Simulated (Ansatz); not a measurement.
# C5H12BClN2: small, medium and large basis sets

Aim: see how fast density functionals converge with the basis set for C5H12BClN2.

Method: one geometry, several basis sets; program: Ansatz 0.2.0, Gaussian basis.

The runs, in order: PBE0-D4/def2-SVP; ωB97M-V/def2-SVP; PBE0-D4/def2-QZVPP; ωB97M-V/def2-QZVPP; the functionals' def2-TZVPP values are taken from earlier runs.

## (1) The geometry

The geometry comes from an earlier relaxation with PBE0-D4 in a triple-zeta def2 set; it is a stationary point, not always the lowest conformer.

SMILES `CC1=[N+](C)[B-](C)(Cl)N1C`, 21 atoms, charge 0, spin multiplicity 1.

Atoms are counted from 1 here; the program's logs count them from 0.

Bond lengths: C1–C2 1.481 Å, C1–H10 1.091 Å, C1–H11 1.093 Å, C1–H12 1.089 Å, C2–N3 1.321 Å, C2–N8 1.321 Å, N3–C4 1.427 Å, N3–B5 1.584 Å, C4–H13 1.093 Å, C4–H14 1.092 Å, C4–H15 1.097 Å, B5–C6 1.584 Å, B5–Cl7 1.848 Å, B5–N8 1.585 Å, C6–H16 1.094 Å, C6–H17 1.093 Å, C6–H18 1.095 Å, N8–C9 1.427 Å and more. Angles: C2–C1–H10 110.3°, C2–C1–H11 110.0°, C2–C1–H12 111.1°, H10–C1–H11 108.0°, H10–C1–H12 109.0°, H11–C1–H12 108.3°, C1–C2–N3 128.4°, C1–C2–N8 129.5°, N3–C2–N8 102.1°, C2–N3–C4 129.6°, C2–N3–B5 88.5°, C4–N3–B5 137.9°, N3–C4–H13 111.0°, N3–C4–H14 109.7°, N3–C4–H15 111.9°, H13–C4–H14 108.0°, H13–C4–H15 108.2°, H14–C4–H15 107.9° and more.

## (2) PBE0-D4 in def2-SVP

in.yaml reads:

```yaml
crystal:
  periodic: [false, false, false]
  atoms:
    - {symbol: C, position_ang: [1.738264, -0.899955, -1.159366]}
    - {symbol: C, position_ang: [0.659954, -0.175340, -0.447657]}
    - {symbol: N, position_ang: [-0.554443, 0.117731, -0.878314]}
    - {symbol: C, position_ang: [-1.288716, -0.431439, -1.971716]}
    - {symbol: B, position_ang: [-0.858582, 0.754748, 0.539923]}
    - {symbol: C, position_ang: [-1.971061, 0.035579, 1.408736]}
    - {symbol: Cl, position_ang: [-1.013859, 2.594973, 0.473032]}
    - {symbol: N, position_ang: [0.645655, 0.315915, 0.778615]}
    - {symbol: C, position_ang: [1.715954, 0.698478, 1.640968]}
    - {symbol: H, position_ang: [1.859569, -0.503269, -2.168826]}
    - {symbol: H, position_ang: [1.484778, -1.960036, -1.242054]}
    - {symbol: H, position_ang: [2.685095, -0.814712, -0.628494]}
    - {symbol: H, position_ang: [-0.614987, -0.827460, -2.735855]}
    - {symbol: H, position_ang: [-1.901984, 0.346229, -2.431577]}
    - {symbol: H, position_ang: [-1.955307, -1.240737, -1.650484]}
    - {symbol: H, position_ang: [-2.969264, 0.232122, 1.006478]}
    - {symbol: H, position_ang: [-1.965942, 0.403330, 2.438271]}
    - {symbol: H, position_ang: [-1.826994, -1.049550, 1.439940]}
    - {symbol: H, position_ang: [1.541842, 0.328007, 2.654241]}
    - {symbol: H, position_ang: [1.795405, 1.789680, 1.688383]}
    - {symbol: H, position_ang: [2.669923, 0.296306, 1.292555]}
basis:
  gaussian: {orbitals: def2-SVP}
hamiltonian: {xc: pbe0, dispersion: d4}
output: {orbitals: {seedname: orbitals}}
```

Launch:

```bash
$ ansatz run in.yaml --threads 4 --pin off --events-out ev --progress --plain --max-ram 66560MiB --backend cpu
```

After this run come: ωB97M-V in def2-SVP; PBE0-D4 in def2-QZVPP; ωB97M-V in def2-QZVPP.

Before running them: what should the planned runs give, taken together? Wanted: PBE0-D4: double and triple zeta above quadruple; ωB97M-V: double and triple zeta above quadruple.

**Answer**, as computed:

| quantity | value |
| --- | --- |
| PBE0-D4: double and triple zeta above quadruple | 14.79, 0.86 eV |
| ωB97M-V: double and triple zeta above quadruple | 15.19, 0.83 eV |

PBE0-D4 gains 13.93 eV from double to triple zeta, then 0.86 eV more. These are total energies; as a rule much of such shifts cancels in differences, which this series doesn't test. The LUMO of ωB97M-V is positive and keeps falling with the basis (2.16 to 1.21 eV): an unbound level that the basis holds in place.
